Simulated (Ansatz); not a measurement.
# Ge2Sb2Te5 (Cm) in Ansatz: a series of runs

The runs below take Ge2Sb2Te5 through single point, relaxation of cell and atoms, with PBE, RPBE+D3(BJ), revPBE.

All numbers are computed with Ansatz 0.2.0; they aren't measurements. Logs are shortened: lines on timing, memory, paths and dates and some standing lists are left out, and cuts for length are marked.

## (1) The structure

The structure is monoclinic, space group Cm (No. 8). The conventional cell has a = 13.678 Å, b = 6.132 Å, c = 9.672 Å, α = 90.00°, β = 134.93°, γ = 90.00°. Around Te (site symmetry m) lie 2 Ge at 2.85 to 3.19 Å and 3 Sb at 3.07 to 3.14 Å. Around Te (site symmetry m) lie 2 Sb at 2.95 to 3.20 Å and 3 Ge at 3.07 to 3.08 Å. Around Te (site symmetry m) lie 3 Ge at 2.82 to 3.07 Å and 2 Sb at 3.14 to 3.19 Å. Te (site symmetry m) has 2 Ge at 2.95 to 3.00 Å and 2 Sb at 3.02 to 3.06 Å as nearest neighbours. Te (site symmetry m) has 3 Sb at 2.98 to 3.07 Å and 2 Ge at 3.05 to 3.20 Å as nearest neighbours. Sb (site symmetry m) has 6 Te at 2.95 to 3.19 Å as nearest neighbours. Sb (site symmetry m) has 6 Te at 2.98 to 3.20 Å as nearest neighbours. Around Ge (site symmetry m) lie 6 Te at 2.82 to 3.19 Å.

The cell comes from a database or a generator and needn't be the stable form of this composition.

## (2) Single point, PBE (strained by +4 %)

File input.yaml:

```yaml
crystal:
  lattice:
    - [6.77781588, -2.92922328, 0.0]
    - [6.90045612, 3.20278872, 0.0]
    - [-6.830977, -0.13661954, 6.847609]
  atoms:
    - { symbol: Te, position: [0.594702, 0.594702, 0.386433] }
    - { symbol: Te, position: [0.795288, 0.795288, 0.196112] }
    - { symbol: Te, position: [0.008324, 0.008324, 0.006435] }
    - { symbol: Te, position: [0.206519, 0.206519, 0.809803] }
    - { symbol: Te, position: [0.399959, 0.399959, 0.597118] }
    - { symbol: Sb, position: [0.901708, 0.901708, 0.587873] }
    - { symbol: Sb, position: [0.11187, 0.11187, 0.417352] }
    - { symbol: Ge, position: [0.284287, 0.284287, 0.18783] }
    - { symbol: Ge, position: [0.497343, 0.497343, 0.011044] }
hamiltonian:
  xc: pbe
  pseudopotentials: { kind: paw }
kpoints:
  mp_grid: { grid: [4, 4, 3] }
scf:
  occupations: { method: fermi_dirac, width: 0.05 }
output:
  forces: true
  stress: true
  eigenvalues: true
```

Potentials or basis: Ansatz PAW.

On the command line:

```bash
> ansatz run input.yaml --threads 4 --pin off --max-ram 11264MiB --backend cpu --events-out ev --progress --plain --runs-dir out
```

The log of the run:

```text
Warning: RAYON_NUM_THREADS=4 ignored (pool sized by the plan → 4); use --threads N
Engine: ansatz 0.2.0, aarch64-unknown-linux-gnu
Pseudopotentials: kind: paw
Pseudopotential: Te, paw, valence charge 16, recommended cutoff 420 eV (normal), Te.paw.azcp
Pseudopotential: Sb, paw, valence charge 15, recommended cutoff 420 eV (normal), Sb.paw.azcp
Pseudopotential: Ge, paw, valence charge 14, recommended cutoff 420 eV (normal), Ge.paw.azcp
Functional definition: PBE
  parameter kappa = 0.804
  parameter beta = 0.06672455060314922
  exchange = pbe_x(kappa = kappa, mu = beta*pi^2/3)
  correlation = pbe_c(beta = beta)
Crystal: 9 atoms, lattice volume = 287.058 Å³
Basis set: ecut = 420 eV, 5631 PW (Γ), exchange–correlation on 100×108×144 points (8 copies of the dense FFT grid, shifted against one another)
Bands: 83, of which v1, the nominal top of the filled ones, is band 69 counted from 1 (68 counted from 0)
Symmetry: 1 space group operations
Space group: P1 (ITA 1), of the structure as read, at distance tolerance 6.6e-5 Å
k-points: 26 of 48 (time reversal used)
Non-local potential: Te, projectors of the file, l = 0: 2, l = 1: 2, l = 2: 2, l = 3: 2
Non-local potential: Sb, projectors of the file, l = 0: 2, l = 1: 2, l = 2: 2, l = 3: 2
Non-local potential: Ge, projectors of the file, l = 0: 2, l = 1: 2, l = 2: 3, l = 3: 1
PAW form: soft (Blöchl's): semilocal exchange-correlation on the pseudo side does not see the compensation charge
PAW one-centre angular grid: Te, 590 points (default); XC on 64 Gauss nodes
PAW one-centre angular grid: Sb, 590 points (default); XC on 64 Gauss nodes
PAW one-centre angular grid: Ge, 590 points (default); XC on 64 Gauss nodes
Initial density: superposition of atomic densities (neutral atoms: chi_scale 0, normalization atom), corrected by the library's trained network
Initial wavefunctions: pseudopotential atomic-orbital guess
Functional: x = pbe(κ = 0.804, μ = 0.2195149727645171), c = pbe(β = 0.06672455060314922)
SCF iter   1: F=—  HF=-56459.281262 eV  |F-HF|=—  |Δ(HF+E_count)|=         —  Δρ=1.64e-3  dr2=2.01e-2  ethr=1.77e-3  ⟨swp⟩=6.4  Hψ=8213  notcnv=0  defer=18
preconditioner: auto → Kerker (q_TF=auto, 2.415 Å⁻¹)  [metal: Δε(μ)=0.125 eV  Ē_g=8.193 eV  σ=0.050 eV  W_gap=0.46  n_scr=66 (ndim 8)  ℏωp=15.2 eV  f_vac=0.052  D(μ)=1.13/eV (n_scr^D=0)]
SCF iter   2: F=—  HF=-56459.274119 eV  |F-HF|=—  |Δ(HF+E_count)|=   7.14e-3  Δρ=9.69e-4  dr2=7.04e-3  ethr=1.46e-5  ⟨swp⟩=3.0  Hψ=4827  notcnv=0  defer=73
SCF iter   3: F=—  HF=-56459.273486 eV  |F-HF|=—  |Δ(HF+E_count)|=   6.33e-4  Δρ=3.54e-4  dr2=4.83e-4  ethr=5.10e-6  ⟨swp⟩=3.0  Hψ=3882  notcnv=0  defer=73
SCF iter   4: F=—  HF=-56459.273284 eV  |F-HF|=—  |Δ(HF+E_count)|=   2.02e-4  Δρ=1.66e-4  dr2=1.23e-4  ethr=3.50e-7  ⟨swp⟩=2.0  Hψ=3171  notcnv=0  defer=73
SCF iter   5: F=—  HF=-56459.273273 eV  |F-HF|=—  |Δ(HF+E_count)|=   1.03e-5  Δρ=7.07e-5  dr2=2.78e-5  ethr=8.89e-8  ⟨swp⟩=2.0  Hψ=3822  notcnv=0  defer=73
SCF iter   6: F=—  HF=-56459.273335 eV  |F-HF|=—  |Δ(HF+E_count)|=   6.14e-5  Δρ=3.93e-5  dr2=9.23e-6  ethr=2.01e-8  ⟨swp⟩=2.0  Hψ=2912  notcnv=0  defer=73
SCF iter   7: F=—  HF=-56459.273335 eV  |F-HF|=—  |Δ(HF+E_count)|=   6.56e-7  Δρ=1.32e-5  dr2=2.21e-6  ethr=6.69e-9  ⟨swp⟩=2.5  Hψ=3473  notcnv=0  defer=73
SCF iter   8: F=—  HF=-56459.273336 eV  |F-HF|=—  |Δ(HF+E_count)|=   9.59e-7  Δρ=6.92e-6  dr2=4.64e-7  ethr=1.60e-9  ⟨swp⟩=2.0  Hψ=2548  notcnv=0  defer=73
SCF iter   9: F=-56459.273337 eV  HF=-56459.273337 eV  |F-HF|=1.52e-8  |Δ(HF+E_count)|=   2.45e-7  Δρ=3.90e-6  dr2=8.52e-8  ethr=7.25e-11  ⟨swp⟩=9.6  Hψ=10571  notcnv=0
SCF 1 converged in 9 iterations: F = -56459.273337 eV  dr2 = 8.52e-8
SCF converged after 9 iterations
Free energy (F): -56459.273337 eV
Harris-Foulkes:  -56459.273337 eV  (|F-HF|=1.52e-8)
Internal energy: -56459.260997 eV  (E = F + TS)
E sigma→0 (E₀):  -56459.267167 eV
Entropy (-TS):   -0.012340 eV (-1.371 meV/atom)
Fermi energy:    8.094524 eV
--- Per-component energies (eV) ---
  E_band       = -2036.067188
  E_kinetic    = 1529.428271
  E_local      = -15136.846864  (includes V_loc(G=0)·N_el)
  E_nonlocal   = -1.214423
  E_hartree    = 7950.889783
  E_xc         = -1046.454934
  E_vxc        = -837.699782  (∫ρ·V_xc dr)
  E_paw        = -36489.582331  (= ΣΔE_a)
  E_vpaw       = -3491.507808  (= ΣTr[D̂ρ^β])
  E_aug_tail   = -0.000310  (compensation charges beyond the density's cutoff)
  E_ewald      = -13265.480189
  E_smearing   = -0.012340  (= −TS)
  E_closure    = -0.000000  (closes the sum)
  Σ components = -56459.273337   (vs F -56459.273337, Δ=0.00e0)
--- Forces (eV/Å), atoms counted from 1 ---
  atom   1  Te     0.03355996     0.07635521     0.02550130
  atom   2  Te     0.05119664    -0.04001326    -0.01639006
  atom   3  Te    -0.00010712     0.06282233    -0.01362991
  atom   4  Te     0.04681323     0.00560071    -0.03058145
  atom   5  Te     0.04327645    -0.01232785    -0.04653185
  atom   6  Sb     0.01345372    -0.01399783    -0.08042507
  atom   7  Sb     0.02197181     0.00076338     0.06545026
  atom   8  Ge    -0.15628843    -0.03228310     0.02634825
  atom   9  Ge    -0.05387259    -0.04691994     0.07025329
  max |Σ_I F_I| component: 5.24e-6 eV/Å
--- Stress (GPa, compression-positive) ---
       -0.208729      -0.580934      -0.097192
       -0.580934      -0.081858       0.004274
       -0.097191       0.004274      -0.136794
  P = ⅓ Tr σ = -0.1425 GPa (-1.425 kbar)
--- Band table (eV; the first three rows and the last of 26) ---
  k-point 0: bands = ["-28.6400", "-28.6256", "-28.6014", "-28.5856", "-28.5721", "-28.5542", "-28.5534", "-28.5442", "-28.5262", "-28.5232", "-28.5072", "-28.5062", "-28.5013", "-28.4961", "-28.4955", "-28.4395", "-28.4374", "-28.4095", "-28.4038", "-28.3993", "-28.2535", "-28.2492", "-28.0903", "-28.0872", "-28.0394", "-21.3052", "-21.3017", "-21.3014", "-21.2944", "-21.2937", "-21.2919", "-21.2902", "-21.2891", "-21.2851", "-21.2832", "-16.5816", "-16.5806", "-16.5760", "-16.5733", "-16.5680", "-16.5635", "-16.5594", "-16.5578", "-16.5551", "-16.5519", "-4.6096", "-2.8149", "-2.7020", "-2.5701", "-2.3340", "-0.9411", "-0.4162", "0.2002", "2.2255", "3.3644", "3.7709", "3.8004", "3.8587", "4.1999", "4.5004", "4.5809", "5.4170", "6.4091", "6.5963", "6.6181", "7.2410", "7.5650", "7.6350", "7.6464", "9.0995", "9.3987", "10.4839", "10.5156", "11.5271", "11.8648", "12.0930", "12.1759", "12.7035", "12.8018", "12.8973", "12.9818", "13.2511", "13.3086"]
  k-point 1: bands = ["-28.6400", "-28.6256", "-28.6014", "-28.5856", "-28.5721", "-28.5542", "-28.5534", "-28.5442", "-28.5262", "-28.5232", "-28.5072", "-28.5062", "-28.5013", "-28.4961", "-28.4955", "-28.4395", "-28.4374", "-28.4095", "-28.4038", "-28.3993", "-28.2535", "-28.2492", "-28.0903", "-28.0872", "-28.0394", "-21.3052", "-21.3017", "-21.3014", "-21.2944", "-21.2937", "-21.2919", "-21.2902", "-21.2891", "-21.2851", "-21.2832", "-16.5816", "-16.5806", "-16.5760", "-16.5733", "-16.5680", "-16.5635", "-16.5594", "-16.5578", "-16.5551", "-16.5519", "-4.3869", "-3.4054", "-2.7252", "-2.5230", "-2.3416", "-0.8210", "0.0349", "0.5414", "1.7437", "3.0934", "3.1465", "3.7392", "3.8479", "4.6233", "5.0763", "5.5046", "5.5964", "5.7951", "6.4301", "6.5392", "7.0520", "7.3660", "7.4454", "7.8177", "9.3159", "9.5507", "10.0615", "10.4618", "10.8818", "11.1226", "11.6218", "11.8308", "12.4886", "12.6538", "12.9640", "13.1259", "13.1507", "13.5204"]
  k-point 2: bands = ["-28.6398", "-28.6256", "-28.6013", "-28.5854", "-28.5721", "-28.5542", "-28.5533", "-28.5442", "-28.5262", "-28.5232", "-28.5072", "-28.5062", "-28.5013", "-28.4961", "-28.4955", "-28.4395", "-28.4374", "-28.4095", "-28.4038", "-28.3993", "-28.2535", "-28.2492", "-28.0903", "-28.0872", "-28.0394", "-21.3055", "-21.3021", "-21.3013", "-21.2947", "-21.2937", "-21.2920", "-21.2902", "-21.2891", "-21.2850", "-21.2832", "-16.5817", "-16.5806", "-16.5760", "-16.5733", "-16.5680", "-16.5635", "-16.5594", "-16.5578", "-16.5551", "-16.5519", "-4.3459", "-2.8782", "-2.7664", "-2.6913", "-2.3842", "-1.2024", "-0.6079", "0.0255", "1.5386", "3.5364", "4.0374", "4.3641", "4.5686", "4.9578", "5.0935", "5.4146", "5.8437", "5.9799", "6.3205", "6.5889", "6.8726", "7.1947", "7.7427", "7.8788", "9.2556", "9.4730", "9.7135", "10.2876", "10.7185", "10.8109", "11.0924", "11.2667", "11.8966", "11.9653", "12.3153", "12.8333", "13.2041", "13.2965"]
  k-point 25: bands = ["-28.6400", "-28.6256", "-28.6014", "-28.5856", "-28.5721", "-28.5542", "-28.5534", "-28.5442", "-28.5262", "-28.5232", "-28.5072", "-28.5062", "-28.5013", "-28.4961", "-28.4955", "-28.4395", "-28.4374", "-28.4095", "-28.4038", "-28.3993", "-28.2535", "-28.2492", "-28.0903", "-28.0872", "-28.0394", "-21.3057", "-21.3019", "-21.3007", "-21.2944", "-21.2936", "-21.2919", "-21.2905", "-21.2892", "-21.2848", "-21.2830", "-16.5820", "-16.5803", "-16.5760", "-16.5733", "-16.5680", "-16.5635", "-16.5594", "-16.5578", "-16.5551", "-16.5519", "-4.1548", "-3.6715", "-2.8300", "-2.5490", "-2.4305", "-0.5718", "0.0559", "0.8693", "1.4023", "2.9527", "3.2532", "3.9920", "4.4348", "4.5459", "4.7226", "5.3519", "5.5441", "5.6609", "6.0835", "6.7439", "7.1828", "7.3096", "7.4744", "7.8950", "8.7437", "9.2205", "10.2114", "10.7218", "11.0277", "11.4145", "11.7275", "11.9746", "12.1868", "12.3426", "12.4677", "12.8611", "13.0562", "13.2263"]
```

It took 16 s on 4 threads of Arm Neoverse V2, shared host; peak memory 1.1 GiB.

Results:

- Free energy: -56459.2733 eV
- Pressure: -0.1 GPa
- Largest force: 0.162 eV/Å
- Band gap on the k mesh: none (metal or under the smearing width)

Forces on the atoms (eV/Å):
```
Te   0.034  0.076  0.026
Te   0.051 -0.040 -0.016
Te   0.000  0.063 -0.014
Te   0.047  0.006 -0.031
Te   0.043 -0.012 -0.047
Sb   0.013 -0.014 -0.080
Sb   0.022  0.001  0.065
Ge  -0.156 -0.032  0.026
Ge  -0.054 -0.047  0.070
```

Levels at points of the mesh, in eV from the Fermi level:
| k point | band 65 | band 66 | band 67 | band 68 | band 69 | band 70 | band 71 | band 72 | band 73 | band 74 |
| --- | --- | --- | --- | --- | --- | --- | --- | --- | --- | --- |
| (0.00, 0.00, 0.00) | -1.48 | -0.85 | -0.53 | -0.46 | -0.45 | 1.00 | 1.30 | 2.39 | 2.42 | 3.43 |
| (0.00, -0.50, 0.00) | -1.10 | -0.76 | -0.70 | -0.57 | -0.09 | -0.06 | 0.52 | 0.65 | 1.10 | 1.31 |
| (-0.50, 0.00, 0.00) | -0.91 | -0.88 | -0.77 | -0.58 | -0.01 | 0.09 | 0.53 | 0.66 | 1.14 | 1.29 |
| (-0.50, -0.50, 0.00) | -2.34 | -2.28 | -0.95 | -0.83 | -0.78 | 2.09 | 2.59 | 2.77 | 3.02 | 3.23 |

## (3) Relaxation of cell and atoms, RPBE+D3(BJ)

Edit input.yaml of step 2 so:

```diff
@@ -2,5 +2,5 @@
   lattice:
-    - [6.77781588, -2.92922328, 0.0]
-    - [6.90045612, 3.20278872, 0.0]
-    - [-6.830977, -0.13661954, 6.847609]
+    - [6.839136, -3.066006, 0.0]
+    - [6.839136, 3.066006, 0.0]
+    - [-6.830977, 0.0, 6.847609]
   atoms:
@@ -16,6 +16,7 @@
 hamiltonian:
-  xc: pbe
+  xc: rpbe
   pseudopotentials: { kind: paw }
+  dispersion: d3bj
 kpoints:
-  mp_grid: { grid: [4, 4, 3] }
+  mp_grid: { grid: [5, 5, 4] }
 scf:
@@ -26 +27,9 @@
   eigenvalues: true
+  write_density: true
+  write_potential: true
+  elf: true
+  volumetric_format: npy
+relax:
+  f_tol: 0.01
+  max_steps: 40
+  cell: { stress_tol: 0.05 }
```

Potentials or basis: Ansatz PAW.

On the command line:

```bash
> ansatz run input.yaml --threads 4 --pin off --max-ram 11264MiB --backend cpu --events-out ev --progress --plain --runs-dir out
```

Run time: 9.5 min. Hardware: 4 threads of Arm Neoverse V2, shared host; peak memory 1.4 GiB.

It converged, with:

```
Free energy                            : -56553.3285 eV
Relaxed volume                         : 19.42 Å³/atom
Relaxed cell                           : a = 7.613 Å, b = 7.613 Å, c = 8.846 Å, α = 141.22°, β = 141.22°, γ = 36.70°
Space group after relaxing (to 0.05 Å) : Cm (No. 8)
Energy gained by relaxing              : 637.3 meV/atom
Ionic steps                            : 25
Pressure after relaxing                : 0.0 GPa
Largest force after relaxing           : 0.008 eV/Å
Band gap on the k mesh                 : none (metal or under the smearing width)
```

Forces in eV/Å, atoms in the order of the input:
```
Te  -0.008  0.000  0.002
Te   0.002  0.000 -0.004
Te  -0.003  0.000  0.003
Te   0.005  0.000  0.001
Te   0.001  0.000  0.000
Sb   0.001  0.000  0.001
Sb   0.004  0.000  0.000
Ge   0.002  0.000 -0.002
Ge  -0.003  0.000  0.000
```

The path:
| step | energy change (eV) | largest force (eV/Å) | volume (Å³) |
| --- | --- | --- | --- |
| 1 | 0.0000 | 1.1488 | 287.17 |
| 2 | -1.7044 | 1.5109 | 248.55 |
| 3 | -2.5256 | 1.7182 | 217.12 |
| 4 | -3.1433 | 0.6297 | 212.55 |
| 5 | -3.3793 | 0.1623 | 207.69 |
| 6 | -3.4722 | 0.3031 | 199.46 |
| 7 | -3.6372 | 0.4511 | 194.09 |
| 8 | -3.8621 | 0.7442 | 188.22 |
| 9 | -4.1523 | 0.5335 | 186.80 |
| 10 | -4.2707 | 0.6900 | 180.98 |
| 11 | -4.3723 | 0.5763 | 183.64 |
| 12 | -4.4885 | 0.2972 | 181.07 |
| 13 | -4.5934 | 0.5136 | 177.58 |
| 14 | -4.8014 | 0.4075 | 177.78 |
| 15 | -5.0783 | 0.7152 | 176.31 |
| 16 | -5.3724 | 1.0630 | 175.17 |
| 17 | -5.4977 | 0.7508 | 177.45 |
| 18 | -5.7051 | 0.3836 | 173.11 |
| 19 | -5.7322 | 0.1453 | 176.30 |
| 20 | -5.7440 | 0.0498 | 174.65 |
| 21 | -5.7443 | 0.0644 | 174.57 |
| 22 | -5.7459 | 0.0094 | 174.83 |
| 23 | -5.7356 | 0.0097 | 174.83 |
| 24 | -5.7356 | 0.0082 | 174.80 |
| 25 | -5.7356 | 0.0082 | 174.80 |

Final structure:
```xyz
9
Lattice="7.2257 -2.3964 -0.0283 7.2257 2.3964 -0.0283 -7.2454 0.0000 5.0757" Properties=species:S:1:pos:R:3 pbc="T T T"
Te    4.3419    0.0000    2.3355
Te   11.5555    0.0000    0.6276
Te   -0.3523    0.0000   -0.9129
Te   -2.9183    0.0000    4.0482
Te    1.8044    0.0000    4.1090
Sb    9.0559    0.0000    2.2075
Sb   -0.4215    0.0000    2.2631
Ge    1.9887    0.0000    0.6926
Ge    6.6758    0.0000    0.6568
```

Levels at points of the mesh, in eV from the Fermi level:
```csv
k point,band 66,band 67,band 68,band 69,band 70,band 71,band 72,band 73
"(0.00, 0.00, 0.00)",-2.08,-1.90,-1.70,-1.40,-1.39,1.71,1.87,2.06
"(0.00, 0.00, -0.50)",-1.71,-1.58,-1.51,-1.37,-0.88,-0.62,-0.17,0.60
```

Caveat: the volume moved by over 15 % at a fixed basis, so the end points are rough; the plane-wave basis is chosen anew once the cell has moved, so the energies of steps on either side of that aren't comparable; pairwise dispersion overbinds metals, which lowers pressure and volume; the PAW data sets come from PBE, with cores solved anew for the run's functional, which leaves a small shift of forces and pressure. The run has no spin-orbit coupling, so splittings on Sb, Te are missing.

(Part 1 of 2 ends here.)
